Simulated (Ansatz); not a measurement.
# BGeH3O2: the cost of one run

Program: Ansatz 0.2.0, Gaussian basis. Level of theory: the settings change from run to run. These are calculated values, not measurements.

### Step 1. The geometry

An earlier PBE0-D4 in a triple-zeta def2 set relaxation fixed the geometry.

SMILES `[OH][GeH]1[BH][O]1`, 7 atoms, charge 0, spin multiplicity 1.

Atoms are counted from 1 here; the program's logs count them from 0.

Bond lengths: O1–Ge2 1.774 Å, O1–H5 0.961 Å, Ge2–B3 2.048 Å, Ge2–O4 2.062 Å, Ge2–H6 1.546 Å, B3–O4 1.281 Å, B3–H7 1.189 Å. Angles: Ge2–O1–H5 113.2°, O1–Ge2–B3 115.8°, O1–Ge2–O4 105.2°, O1–Ge2–H6 106.5°, B3–Ge2–O4 36.3°, B3–Ge2–H6 122.8°, O4–Ge2–H6 97.8°, Ge2–B3–O4 72.5°, Ge2–B3–H7 144.8°, O4–B3–H7 142.7°, Ge2–O4–B3 71.2°.

As a file:

```xyz
7
BGeH3O2
O    -1.0329    0.6374   -1.3564
Ge    0.1398    0.6949   -0.0266
B     1.1750   -1.0367    0.3244
O     0.0252   -1.1561    0.8753
H    -1.9205    0.8900   -1.0898
H    -0.5181    1.5205    1.1034
H     2.1926   -1.6180    0.1240
```

### Step 2. r2SCAN50/pcseg-2

Options: a point charge of 1.00 e beside it, D3(BJ) dispersion.

in.yaml

```yaml
crystal:
  periodic: [false, false, false]
  atoms:
    - {symbol: O, position_ang: [-1.032902, 0.637421, -1.356364]}
    - {symbol: Ge, position_ang: [0.139805, 0.694859, -0.026596]}
    - {symbol: B, position_ang: [1.175013, -1.036666, 0.324411]}
    - {symbol: O, position_ang: [0.025213, -1.156101, 0.875340]}
    - {symbol: H, position_ang: [-1.920478, 0.889968, -1.089832]}
    - {symbol: H, position_ang: [-0.518100, 1.520508, 1.103370]}
    - {symbol: H, position_ang: [2.192648, -1.617991, 0.123971]}
basis:
  gaussian: {orbitals: pcseg-2, point_charges: [{charge: 1.00, position_ang: [5.080, 0.549, 0.873]}]}
hamiltonian: {xc: {name: r2SCAN50}, dispersion: d3bj}
```

Launch:

```
> ansatz run in.yaml --threads 2 --pin off --events-out ev --progress --plain --max-ram 4352MiB
```

**Question.** How long does this run take on 2 threads of Arm Neoverse V2, shared host, and how much memory does it need?

About 4.5 s, with a peak of 0.31 GiB.
